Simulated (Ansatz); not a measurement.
**CuRu4: what a guessed cell relaxes into**

The task: take a trial cell of CuRu4 to zero force and stress.

Program: Ansatz 0.2.0. Level of theory: DFT PBE, scalar-relativistic, plane waves, PAW. These are calculated values, not measurements.

## Step 1: The system as given

It takes space group P6/mmm (No. 191, hexagonal). The conventional cell has a = 4.394 Å, b = 4.394 Å, c = 4.482 Å, α = 90.00°, β = 90.00°, γ = 120.00°. Cu (site symmetry 6/mmm) is surrounded by 8 Ru at 2.20 to 2.24 Å. Around Ru (site symmetry mmm) lie 4 Ru at 2.20 Å and 2 Cu at 2.20 Å. Ru (site symmetry 6/mmm) is surrounded by 2 Cu at 2.24 Å.

Structure file:

```cif
data_structure
_symmetry_space_group_name_H-M 'P6/mmm'
_symmetry_Int_Tables_number 191
_cell_length_a 4.3936
_cell_length_b 4.3936
_cell_length_c 4.4819
_cell_angle_alpha 90.000
_cell_angle_beta 90.000
_cell_angle_gamma 120.000
_cell_volume 74.92
loop_
_atom_site_label
_atom_site_type_symbol
_atom_site_symmetry_multiplicity
_atom_site_Wyckoff_symbol
_atom_site_fract_x
_atom_site_fract_y
_atom_site_fract_z
_atom_site_occupancy
Cu1 Cu 1 b 0.00000 0.00000 0.50000 1
Ru1 Ru 3 g 0.50000 0.00000 0.50000 1
Ru2 Ru 1 a 0.00000 0.00000 0.00000 1
```

Recipe of the guess: random cell by space group and Wyckoff sites (P6/mmm, No. 191). Lengths come from tabulated atomic sizes and are only a guess.

## Step 2: Probe: one point on a coarse mesh

input.yaml reads:

```yaml
crystal:
  lattice:
    - [4.393555, 0.0, 0.0]
    - [-2.1967775, 3.80493024, 0.0]
    - [0.0, 0.0, 4.48187352]
  atoms:
    - { symbol: Cu, position: [0.0, 0.0, 0.5] }
    - { symbol: Ru, position: [0.5, 0.0, 0.5] }
    - { symbol: Ru, position: [0.0, 0.5, 0.5] }
    - { symbol: Ru, position: [0.5, 0.5, 0.5] }
    - { symbol: Ru, position: [0.0, 0.0, 0.0] }
basis:
  ecutwfc: 420
kpoints:
  mp_grid: { grid: [6, 6, 4] }
hamiltonian:
  xc: pbe
scf:
  occupations: { method: gaussian, width: 0.1 }
  lower_state_search: "off"
output:
  forces: true
  stress: true
  eigenvalues: true
```

On the command line:

```bash
> ansatz run input.yaml --threads 1 --pin off --max-ram 2560MiB --backend cpu --events-out ev --progress --plain --runs-dir out
```

Further runs follow: a loose first relaxation; spin check on a coarse mesh; relaxation on the finer mesh.

What does the calculation give? Wanted: conventional cell; volume; energy over the elements; gap on the mesh; total moment.

As calculated:

| quantity | value |
| --- | --- |
| symmetry at the end (tolerance 0.05 Å) | space group P6/mmm (No. 191) |
| conventional cell | a = 4.973 Å, b = 4.973 Å, c = 4.530 Å, α = 90.00°, β = 90.00°, γ = 120.00° |
| volume | 19.40 Å³/atom |
| energy over the elements | +1.73 eV/atom |
| gap on the mesh | none (metal) |
| total moment | 2.74 μB/cell |

The space group P6/mmm (No. 191) is kept, and the volume per atom grows by 29.5 % from the first guess. The formation energy is positive, so the separate elements lie lower. No finished test with a distortion of lower symmetry is shown, so the end may be a saddle point. Other magnetic orders were not searched.
